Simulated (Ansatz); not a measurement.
# SbH₄− (singlet): the correlation ladder, def2-SVPD

How much of the correlation energy of SbH₄− (singlet) does each wave-function method recover here?

The runs use Ansatz 0.2.0, Gaussian basis; def2-SVPD, core rule «outside noble gas», up to 9 orbitals frozen.

The runs, in order: UHF; CCSD(T) on RHF; BCCD(T) on RHF; CISD; CCSDT(Q) on RHF; CASSCF and MRCISD+Q, 10 electrons in 8 orbitals; CASSCF and MRCISD+Q(relaxed), 10 electrons in 8 orbitals; CASSCF and NEVPT2, 10 electrons in 8 orbitals.

18 further runs of the same task are left out: 1 for a known fault of the program, 6 that didn't finish, 11 set aside as unsound or not needed. Runs told in other sessions of the task aren't counted.

**1. The system**

The geometry is a PBE0/def2-TZVPD stationary point (not a proven minimum). No spin-orbit coupling is included. Elements past krypton take def2 core potentials.

5 atoms, charge -1, spin multiplicity 1.

Atoms are counted from 1 here; the program's logs count them from 0.

Bond lengths: Sb1–H2 1.976 Å, Sb1–H3 1.717 Å, Sb1–H4 1.717 Å, Sb1–H5 1.976 Å. Angles: H2–Sb1–H3 83.5°, H2–Sb1–H4 83.5°, H2–Sb1–H5 159.5°, H3–Sb1–H4 101.0°, H3–Sb1–H5 83.5°, H4–Sb1–H5 83.5°.

**2. UHF**

in.yaml

```yaml
crystal:
  periodic: [false, false, false]
  atoms:
    - {symbol: Sb, position_ang: [0.023149, 0.000000, 0.000000]}
    - {symbol: H, position_ang: [-0.329309, 0.000001, -1.944760]}
    - {symbol: H, position_ang: [-1.068877, 1.324629, 0.000001]}
    - {symbol: H, position_ang: [-1.068877, -1.324629, -0.000001]}
    - {symbol: H, position_ang: [-0.329309, -0.000001, 1.944760]}
basis:
  gaussian: {orbitals: def2-SVPD}
total_charge: -1
magnetization: {spin_polarized: true, initial_magnetization: 0}
hamiltonian: {xc: hf}
output: {orbitals: {seedname: orbitals}}
```

On the command line:

```sh
$ ansatz run in.yaml --threads 1 --pin off --events-out ev --progress --plain --max-ram 2393MiB
```

Further steps of the session: CCSD(T) on RHF; BCCD(T) on RHF; CISD; CCSDT(Q) on RHF; CASSCF and MRCISD+Q, 10 electrons in 8 orbitals; CASSCF and MRCISD+Q(relaxed), 10 electrons in 8 orbitals; CASSCF and NEVPT2, 10 electrons in 8 orbitals.

Before running them: what should the planned runs give, taken together? Wanted: RCCSDT(Q) from the RHF energy; RMP2 from RCCSDT(Q); RCCSD from RCCSDT(Q); RCCSD(T) from RCCSDT(Q); NEVPT2 valence from RCCSDT(Q); MRCISD+Q valence from RCCSDT(Q); MRCISD+Q(relaxed) valence from RCCSDT(Q); T1 diagnostic; effectively unpaired electrons.

As calculated:

| quantity | value |
| --- | --- |
| RCCSDT(Q) from the RHF energy | -5.1760 eV |
| RMP2 from RCCSDT(Q) | +1131.0 meV |
| RCCSD from RCCSDT(Q) | +172.9 meV |
| RCCSD(T) from RCCSDT(Q) | +32.9 meV |
| NEVPT2 valence from RCCSDT(Q) | +1037.6 meV |
| MRCISD+Q valence from RCCSDT(Q) | +9.0 meV |
| MRCISD+Q(relaxed) valence from RCCSDT(Q) | -11.3 meV |
| levels within 1 kcal/mol (43 meV) | RCCSD(T), BCCD(T), RCCSDT, MRCISD+Q valence, MRCISD+Q(relaxed) valence |
| T1 diagnostic | 0.015 |
| effectively unpaired electrons | 0.02 |

**Reading.** RCCSD(T) misses by +32.9 meV, 0.6 % of the correlation energy. One determinant dominates. Of the multireference levels listed MRCISD+Q valence comes nearest in total energy (+9.0 meV), which doesn't show that its space is the better one. These misses are within one basis, not against nature.
